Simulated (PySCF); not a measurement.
**C5H12Al−: NMR shifts and electronic excitations in gas and solvents**

Aim: compute the NMR shifts and electronic excitations of C5H12Al− (`[AlH3-][CH]1CCCC1`), and see what a dielectric continuum does where one was used.

Computed with PySCF 2.14.0, with density-fitted response routines of our own, on a single molecule, in the gas phase or a continuum. Atoms count from 0, in the outputs and in this text.

## (1) The starting structure

18 atoms, charge -1, multiplicity 1; geometry from: GFN2-xTB.

Bonds of the start (Å): Al0–C1 2.07, C1–C2 1.53, C2–C3 1.54, C3–C4 1.54, C4–C5 1.54, C5–C1 1.53, Al0–H6 1.61, Al0–H7 1.62, Al0–H8 1.61, C1–H9 1.11, C2–H10 1.09, C2–H11 1.09, C3–H12 1.09, C3–H13 1.09, C4–H14 1.09, C4–H15 1.09, C5–H16 1.09, C5–H17 1.09.

## (2) Geometry optimisation at PBE0-D3(BJ)/def2-SVP

Job settings and geometry (Å):

```
{"job": {"xc": "PBE0", "basis": "def2-SVP", "d3": "d3bj", "grid": 1, "kind": "geom"}, "charge": -1, "multiplicity": 1}
Al     2.464965     0.438693    -0.362131
C      0.423083     0.228134    -0.624092
C     -0.037474    -1.175901    -0.217448
C     -1.527431    -1.047672     0.138954
C     -1.728770     0.425615     0.536293
C     -0.346355     1.082149     0.389542
H      2.893354     1.965572    -0.661093
H      2.730022     0.061516     1.191274
H      3.243018    -0.583180    -1.339229
H     -0.016622     0.435125    -1.617640
H      0.134649    -1.915939    -1.001310
H      0.527365    -1.486827     0.667022
H     -1.816267    -1.726951     0.946449
H     -2.145573    -1.293049    -0.729506
H     -2.447331     0.903793    -0.135679
H     -2.121406     0.519509     1.553126
H     -0.418961     2.128183     0.085799
H      0.180976     1.047547     1.348016
```

What it wrote:

```text
step   0  E = -439.63935774  max force = 0.012370
step   1  E = -439.64219098  max force = 0.002948
step   2  E = -439.64253328  max force = 0.001323
step   3  E = -439.64257690  max force = 0.000415
step   4  E = -439.64258689  max force = 0.000986
step   5  E = -439.64259052  max force = 0.001055
step   6  E = -439.64259084  max force = 0.000582
step   7  E = -439.64259043  max force = 0.000106
optimisation converged
```

Run time: 2.5 min. Hardware: 1 thread, shared host.

Step by step:

| step | energy from step 0 (eV) | largest force component (eV/Å) |
| --- | --- | --- |
| 0 | 0.0000 | 0.6361 |
| 1 | -0.0771 | 0.1516 |
| 2 | -0.0864 | 0.0680 |
| 3 | -0.0876 | 0.0213 |
| 4 | -0.0879 | 0.0507 |
| 5 | -0.0880 | 0.0543 |
| 6 | -0.0880 | 0.0299 |
| 7 | -0.0880 | 0.0055 |

Close pairs (by a distance rule), those that changed most:

| bond | before (Å) | after (Å) | change (Å) |
| --- | --- | --- | --- |
| Al0–H8 | 1.614 | 1.650 | +0.037 |
| Al0–H6 | 1.614 | 1.650 | +0.037 |
| Al0–H7 | 1.620 | 1.652 | +0.032 |
| Al0–C1 | 2.069 | 2.040 | -0.030 |
| C2–H11 | 1.095 | 1.107 | +0.012 |
| C5–H17 | 1.095 | 1.107 | +0.012 |
| C2–H10 | 1.092 | 1.103 | +0.011 |
| C5–H16 | 1.092 | 1.103 | +0.011 |

The next job starts from the end point, and lists it.

| at the end point | value |
| --- | --- |
| point group (found at 0.08 Å tolerance) | Cs |
| rotational constants (GHz, main isotopes) | 5.989, 1.638, 1.391 |

## (3) NMR shieldings: PBE0/pcSseg-1 in chloroform

Job settings and geometry (Å):

```
{"job": {"kind": "nmr", "xc": "PBE0", "basis": "pcSseg-1", "solvent": "chloroform", "pop": true}, "charge": -1, "multiplicity": 1}
Al     2.470486     0.472467    -0.491725
C      0.448916     0.201066    -0.507725
C     -0.041490    -1.199230    -0.131333
C     -1.553500    -1.055857     0.142066
C     -1.755107     0.425951     0.541908
C     -0.348405     1.056976     0.479480
H      2.820504     2.036697    -0.884294
H      3.001642     0.135959     1.036411
H      3.172813    -0.552523    -1.577910
H      0.074524     0.427057    -1.529841
H      0.181564    -1.960359    -0.897199
H      0.468688    -1.528274     0.793842
H     -1.915048    -1.752716     0.918738
H     -2.128178    -1.285518    -0.771567
H     -2.427632     0.926126    -0.175907
H     -2.227386     0.531941     1.534506
H     -0.373750     2.125570     0.209151
H      0.124773     0.998529     1.478031
```

With the program's defaults for keys left out, this is: GIAO PBE0/pcSseg-1 NMR shielding, non-relativistic, IEF-PCM chloroform.

What it wrote:

```text
coarse grid: 14496 points
cycle   1  E = -439.7691518457  dE =  1.390e-01  |g| = 4.664e-01  |ddm| = 3.596e+00
cycle   2  E = -439.7417098253  dE =  2.744e-02  |g| = 6.006e-01  |ddm| = 1.252e+00
cycle   3  E = -439.8395800068  dE = -9.787e-02  |g| = 5.193e-02  |ddm| = 7.004e-01
cycle   4  E = -439.8402906937  dE = -7.107e-04  |g| = 1.207e-02  |ddm| = 7.369e-02
cycle   5  E = -439.8403219161  dE = -3.122e-05  |g| = 5.622e-03  |ddm| = 1.733e-02
cycle   6  E = -439.8403289566  dE = -7.041e-06  |g| = 1.325e-03  |ddm| = 5.696e-03
final grid: 132400 points
cycle   7  E = -439.8780185649  dE = -3.010e-05  |g| = 8.209e-03  |ddm| = 3.032e-02
cycle   8  E = -439.8780057498  dE =  1.282e-05  |g| = 1.094e-02  |ddm| = 1.759e-02
cycle   9  E = -439.8780366206  dE = -3.087e-05  |g| = 4.294e-04  |ddm| = 9.849e-03
cycle  10  E = -439.8780366539  dE = -3.326e-08  |g| = 1.822e-04  |ddm| = 5.330e-04
cycle  11  E = -439.8780366617  dE = -7.776e-09  |g| = 4.916e-05  |ddm| = 2.047e-04
cycle  12  E = -439.8780366623  dE = -6.260e-10  |g| = 3.890e-06  |ddm| = 6.947e-05
converged SCF energy = -439.8780366623

GIAO shielding tensors (ppm)
atom      isotropic    diamagn.    paramagn.     s11        s22        s33       span
  0 Al     452.033     794.419    -342.386    423.714    439.561    492.824     69.110
  1 C      160.187     245.947     -85.760    143.779    166.259    170.522     26.742
  2 C      148.572     245.903     -97.331    120.776    154.299    170.641     49.866
  3 C      156.349     246.797     -90.448    128.816    165.647    174.585     45.770
  4 C      156.324     246.795     -90.471    128.807    165.587    174.578     45.771
  5 C      148.551     245.914     -97.363    120.814    154.229    170.608     49.794
  6 H       27.975      29.528      -1.554     25.117     26.459     32.349      7.233
  7 H       28.317      29.642      -1.325     25.741     27.042     32.169      6.428
  8 H       27.975      29.526      -1.552     25.113     26.462     32.348      7.235
  9 H       31.627      31.931      -0.305     28.410     28.886     37.583      9.173
 10 H       29.578      30.480      -0.902     24.395     28.257     36.082     11.687
 11 H       30.254      30.929      -0.675     24.432     29.801     36.530     12.098
 12 H       29.804      29.389       0.416     24.755     27.561     37.097     12.341
 13 H       30.045      29.890       0.154     24.696     28.111     37.327     12.631
 14 H       30.046      29.891       0.155     24.696     28.113     37.330     12.634
 15 H       29.802      29.382       0.419     24.755     27.557     37.093     12.338
 16 H       29.577      30.477      -0.900     24.396     28.257     36.080     11.684
 17 H       30.258      30.932      -0.675     24.438     29.802     36.533     12.096
```

Run time: 55 s. Hardware: 1 thread, shared host.

Shifts follow as δ = σ(reference) − σ, with reference shieldings (ppm) from runs at the same level and on the same kind of geometry: ¹H TMS 31.25, ¹³C TMS 185.2, ²⁷Al AlH4- 481.4. The references are single molecules in the same continuum. Shifts against hydride references such as AlH4− lie on their own scale. Atoms listed in one row are averaged.

| atoms | environment | σ (ppm) | δ (ppm) |
| --- | --- | --- | --- |
| C2, C5 | sp3 CH2 in a ring | 148.6 | 36.6 |
| C3, C4 | sp3 CH2 in a ring | 156.3 | 28.8 |
| C1 | sp3 CH bonded to Al | 160.2 | 25.0 |
| H6, H7, H8 | hydrogen on an aluminium bonded to C | 28.09 | 3.16 |
| H10, H16 | hydrogen on an sp3 CH2 in a ring | 29.58 | 1.67 |
| H12, H15 | hydrogen on an sp3 CH2 in a ring | 29.80 | 1.44 |
| H13, H14 | hydrogen on an sp3 CH2 in a ring | 30.05 | 1.20 |
| H11, H17 | hydrogen on an sp3 CH2 in a ring | 30.26 | 0.99 |
| H9 | hydrogen on an sp3 CH bonded to Al | 31.63 | -0.38 |
| Al0 | aluminium bonded to C, 3 H | 452.0 | 29.3 |

Charges from the same density, by scheme (e):

| atoms | Mulliken | IAO | Hirshfeld | ESP fit |
| --- | --- | --- | --- | --- |
| Al0 | 0.66 | 0.26 | 0.12 | 0.46 |
| C1 | -0.57 | -0.43 | -0.18 | -0.11 |
| C2, C5 | -0.20 | -0.24 | -0.08 | 0.08 |
| C3, C4 | -0.23 | -0.27 | -0.08 | -0.02 |

Mayer bond orders: Al0–C1 0.72, C1–C2 1.02, C2–C3 1.03, C3–C4 1.02, C4–C5 1.03, C5–C1 1.02.

Ring of atoms C1, C2, C3, C4, C5: NICS(0) -5.7, NICS(1) -4.5, NICS(1)zz -5.7 ppm (means of both faces).

## (4) Nuclear shieldings: PBE0/pcSseg-1 in tetrahydrofuran

The job, as its differences from that of step 3:

```diff
@@ -1,2 +1,2 @@
-{"job": {"kind": "nmr", "xc": "PBE0", "basis": "pcSseg-1", "solvent": "chloroform", "pop": true}, "charge": -1, "multiplicity": 1}
+{"job": {"kind": "nmr", "xc": "PBE0", "basis": "pcSseg-1", "solvent": "tetrahydrofuran", "pop": false}, "charge": -1, "multiplicity": 1}
 Al     2.470486     0.472467    -0.491725
```

Method: GIAO PBE0/pcSseg-1 NMR shielding, non-relativistic, IEF-PCM tetrahydrofuran.

What it wrote:

```text
coarse grid: 14496 points
cycle   1  E = -439.7770580224  dE =  1.311e-01  |g| = 4.637e-01  |ddm| = 3.596e+00
cycle   2  E = -439.7506276666  dE =  2.643e-02  |g| = 5.950e-01  |ddm| = 1.229e+00
cycle   3  E = -439.8466132602  dE = -9.599e-02  |g| = 5.085e-02  |ddm| = 6.861e-01
cycle   4  E = -439.8472935012  dE = -6.802e-04  |g| = 1.208e-02  |ddm| = 7.266e-02
cycle   5  E = -439.8473243536  dE = -3.085e-05  |g| = 5.708e-03  |ddm| = 1.719e-02
cycle   6  E = -439.8473317353  dE = -7.382e-06  |g| = 1.288e-03  |ddm| = 5.795e-03
final grid: 132400 points
cycle   7  E = -439.8850211165  dE = -3.019e-05  |g| = 8.159e-03  |ddm| = 3.026e-02
cycle   8  E = -439.8850087194  dE =  1.240e-05  |g| = 1.082e-02  |ddm| = 1.742e-02
cycle   9  E = -439.8850389776  dE = -3.026e-05  |g| = 4.270e-04  |ddm| = 9.707e-03
cycle  10  E = -439.8850390103  dE = -3.272e-08  |g| = 1.827e-04  |ddm| = 5.251e-04
cycle  11  E = -439.8850390181  dE = -7.844e-09  |g| = 4.862e-05  |ddm| = 2.042e-04
cycle  12  E = -439.8850390187  dE = -6.128e-10  |g| = 3.836e-06  |ddm| = 6.887e-05
converged SCF energy = -439.8850390187

GIAO shielding tensors (ppm)
atom      isotropic    diamagn.    paramagn.     s11        s22        s33       span
  0 Al     451.806     794.464    -342.659    423.354    439.072    492.990     69.636
  1 C      160.417     246.016     -85.599    143.980    166.590    170.681     26.701
  2 C      148.708     245.973     -97.265    121.018    154.427    170.680     49.662
  3 C      156.473     246.769     -90.295    128.856    165.827    174.738     45.883
  4 C      156.449     246.767     -90.318    128.847    165.768    174.731     45.884
  5 C      148.690     245.985     -97.295    121.061    154.359    170.650     49.589
  6 H       28.013      29.603      -1.590     25.167     26.485     32.388      7.221
  7 H       28.364      29.725      -1.361     25.806     27.074     32.210      6.404
  8 H       28.014      29.603      -1.589     25.164     26.489     32.388      7.224
  9 H       31.617      31.921      -0.304     28.416     28.851     37.583      9.168
 10 H       29.571      30.459      -0.889     24.380     28.243     36.088     11.708
 11 H       30.268      30.946      -0.678     24.439     29.820     36.544     12.105
 12 H       29.763      29.316       0.447     24.703     27.503     37.081     12.378
 13 H       30.003      29.825       0.179     24.649     28.049     37.312     12.663
 14 H       30.005      29.825       0.180     24.649     28.051     37.315     12.665
 15 H       29.760      29.309       0.451     24.703     27.499     37.078     12.375
 16 H       29.570      30.457      -0.886     24.381     28.243     36.086     11.705
 17 H       30.271      30.949      -0.678     24.445     29.821     36.548     12.102
```

It took 48 s on 1 thread, shared host.

In short: δ C2 36.6, C3 28.8, C1 24.9, Al0 28.9, H6 3.11, H10 1.67 ppm (means over like atoms).

[end of part 1 of 2]
